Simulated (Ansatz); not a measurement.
ClFGeH4SSi, SMILES [F][Ge]([SiH3])([SH])[Cl]: vertical energies of changing the electron count, run with Ansatz's Python interface.

The script, `run_ip.py`:
```python
import ansatz as az


def energy(molecule, charge=0, unpaired=0):
    calc = (
        molecule.calculation()
        .basis(gaussian='def2-SVPD')
        .functional('pbe0')
    )
    if charge:
        calc = calc.charge(charge)
    if unpaired:
        calc = calc.spin('collinear', total=unpaired)
    return calc.run(threads=1, pin='off').report['free_energy_ev']

geometry_ang = [
    ('F', (2.2224, 0.168, -0.7744)),
    ('Ge', (0.5279, -0.4101, -0.7514)),
    ('Si', (-0.4274, -0.0157, 1.3184)),
    ('S', (-0.6091, 0.6316, -2.3025)),
    ('Cl', (0.5545, -2.5436, -1.16)),
    ('H', (0.4103, -0.6785, 2.3582)),
    ('H', (-1.7418, -0.5379, 1.3631)),
    ('H', (-0.3753, 1.4467, 1.5866)),
    ('H', (-0.4728, 1.8933, -1.6553)),
]
system = az.Crystal.molecule()
for symbol, xyz in geometry_ang:
    system = system.atom(symbol, xyz)

parent = energy(system, 0, 0)
cation = energy(system, 1, 1)
print(f'E(N)   = {parent:.5f} eV')
print(f'E(N-1) = {cation:.5f} eV  (1 unpaired)')
print(f'vertical ionisation energy {cation - parent:.3f} eV')
anion = energy(system, -1, 1)
print(f'E(N+1) = {anion:.5f} eV  (1 unpaired)')
print(f'vertical electron affinity {parent - anion:.3f} eV' + ('' if anion < parent else ' (unbound in this basis)'))
print(f'fundamental gap IP - EA = {cation + anion - 2 * parent:.3f} eV')
```

What does it cost to change the electron count at this fixed geometry?

At this unrelaxed geometry removing an electron costs 10.04 eV and an added one is unbound in this basis (by 0.15 eV).

What the script printed:

```console
$ python run_ip.py
E(N)   = -90499.46585 eV
E(N-1) = -90489.42668 eV  (1 unpaired)
vertical ionisation energy 10.039 eV
E(N+1) = -90499.31391 eV  (1 unpaired)
vertical electron affinity -0.152 eV (unbound in this basis)
fundamental gap IP - EA = 10.191 eV
```

Caveats:
- Total energies depend on the basis set; only differences at equal settings carry meaning.
- The geometry is a force-field or estimated start, not a minimum of this method, and the basis set is short of its limit. All parts are taken at fixed geometry, without zero-point energy. At an unrelaxed start these energies can be a whole eV from those at the minimum, and a small affinity can change sign.
- A negative electron affinity means that the anion is unbound here; its size hangs on the basis and tends to about zero as the basis grows, and so does its part in any gap built on it.
- It ran for 110 s on 1 thread of Arm Neoverse V2, on a shared host, peak memory 0.83 GiB.
